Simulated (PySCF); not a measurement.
**A diatomic session: BTe−**

The task here is to estimate one member of a computed series from the others.

Method: B def2-SVPD, Te def2-SVPD with ECP28, scalar-relativistic core potentials; program: PySCF 2.14.0.

Set-up of the first run:

Settings of the job:

- atoms: B, Te
- charge: -1
- basis: B def2-SVPD, Te def2-SVPD with ECP28
- Hamiltonian: scalar-relativistic core potentials
- basis functions: 55
- electrons treated: 30
- masses in u: 11.0093, 129.9062
- levels: PBE0, PBE, r²SCAN, LDA, PW91, r²SCAN0, LC-ωPBE, HF, MP2, SCS-MP2, CCSD, CCSD(T)
- grid: 80 radial by 434 angular points
- occupations: held fixed by the projection of orbital angular momentum
- dissociation limit: B + Te−, each in its ground configuration
- starting distance in angstrom: 2.235
- values of 2S to try: 0, 2

Run with:

```sh
OMP_NUM_THREADS=1 python dia.py task.json out
```

Steps of the session up to this table: The job; PBE0 along the bond; Excited determinants; PBE (GGA); r²SCAN; LDA (local density); PW91 (GGA); r²SCAN0; LC-ωPBE; RHF; Adding correlation.

One table of the session follows, with a row left open; its other results are not shown here.

Energy (eV) from each level's lowest point:

| R (Å) | RHF | RHF-MP2 | RHF-SCS-MP2 | RHF-CCSD | RHF-CCSD(T) |
| --- | --- | --- | --- | --- | --- |
| 1.787 | 1.168 | 1.046 | 1.077 | n/a | n/a |
| 1.870 | 0.529 | 0.453 | 0.474 | 0.515 | 0.531 |
| 1.953 | 0.171 | 0.132 | 0.144 | 0.168 | 0.179 |
| 2.016 | 0.041 | 0.023 | 0.029 | 0.041 | 0.046 |
| 2.078 | 0.000 | 0.000 | 0.000 | 0.000 | 0.000 |
| 2.140 | 0.028 | 0.043 | 0.037 | 0.026 | 0.019 |
| 2.224 | 0.146 | 0.175 | 0.161 | 0.136 | 0.121 |
| 2.327 | ? | ? | ? | ? | ? |
| 2.452 | 0.744 | 0.796 | 0.760 | 0.697 | 0.652 |
| 2.618 | 1.286 | 1.349 | 1.293 | n/a | n/a |

**Question.** Estimate the row for R (Å) = 2.327.

Worked estimate for «RHF». A straight line through the neighbours (2.224, 0.146) and (2.452, 0.744) gives 0.146 + (0.744 − 0.146) × (2.327 − 2.224) / (2.452 − 2.224) = 0.416; a parabola fitted to 4 rows on both sides gives 0.392.

**Answer.** RHF: 0.383; RHF-MP2: 0.424; RHF-SCS-MP2: 0.400; RHF-CCSD: 0.359; RHF-CCSD(T): 0.330. In «RHF» the line misses by +0.033 and the parabola by +0.009.

Caveats from the session: Lowest PBE0 solution found, without spin–orbit coupling: ¹Σ⁺ (singlet), closed shell. Warnings in the runs' records: inverted.
